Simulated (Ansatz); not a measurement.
# C2H8AlB: the cost of one run

Computed with Ansatz 0.2.0, Gaussian basis. Level: the settings change from run to run.

## 1. The molecule

An earlier PBE0-D4 in a triple-zeta def2 set relaxation fixed the geometry.

12 atoms, charge 0, spin multiplicity 1.

Atoms are counted from 1 here; the program's logs count them from 0.

Bond lengths: B1–Al2 2.124 Å, B1–H5 1.202 Å, B1–H6 1.202 Å, Al2–C3 1.964 Å, Al2–C4 1.964 Å, C3–H7 1.097 Å, C3–H8 1.095 Å, C3–H9 1.093 Å, C4–H10 1.094 Å, C4–H11 1.097 Å, C4–H12 1.093 Å. Angles: Al2–B1–H5 123.3°, Al2–B1–H6 123.3°, H5–B1–H6 113.4°, B1–Al2–C3 121.0°, B1–Al2–C4 120.7°, C3–Al2–C4 118.3°, Al2–C3–H7 109.6°, Al2–C3–H8 111.2°, Al2–C3–H9 114.1°, H7–C3–H8 106.3°, H7–C3–H9 107.2°, H8–C3–H9 108.1°, Al2–C4–H10 111.9°, Al2–C4–H11 109.5°, Al2–C4–H12 113.6°, H10–C4–H11 106.6°, H10–C4–H12 108.2°, H11–C4–H12 106.7°.

## 2. CAM-B3LYP/aug-cc-pVTZ

This run has multiplicity 3, density fitting with cc-pVTZ-jkfit, D3(BJ) dispersion, high accuracy.

The input, in.yaml:

```yaml
crystal:
  periodic: [false, false, false]
  atoms:
    - {symbol: B, position_ang: [-1.088377, 1.962229, -0.243846]}
    - {symbol: Al, position_ang: [-0.066714, 0.114670, -0.010430]}
    - {symbol: C, position_ang: [0.020051, -0.780306, 1.735470]}
    - {symbol: C, position_ang: [0.826153, -0.737951, -1.537814]}
    - {symbol: H, position_ang: [-2.258474, 2.041049, -0.508724]}
    - {symbol: H, position_ang: [-0.553678, 3.032249, -0.122748]}
    - {symbol: H, position_ang: [-0.655248, -1.644852, 1.739459]}
    - {symbol: H, position_ang: [1.023824, -1.172633, 1.929585]}
    - {symbol: H, position_ang: [-0.264628, -0.144598, 2.577164]}
    - {symbol: H, position_ang: [0.822531, -1.828976, -1.454624]}
    - {symbol: H, position_ang: [1.878525, -0.428785, -1.565293]}
    - {symbol: H, position_ang: [0.393135, -0.467395, -2.504199]}
basis:
  gaussian: {orbitals: aug-cc-pVTZ, fitting: {mean_field: cc-pVTZ-jkfit}}
magnetization: {spin_polarized: true, initial_magnetization: 2}
hamiltonian: {xc: {name: CAM-B3LYP}, dispersion: d3bj}
accuracy: high
```

Launch:

```sh
ansatz run in.yaml --threads 2 --pin off --events-out ev --progress --plain --max-ram 4352MiB
```

Q: Estimate wall time and peak memory on 2 threads of Arm Neoverse V2, shared host.

About 37 s, with a peak of 1.5 GiB.
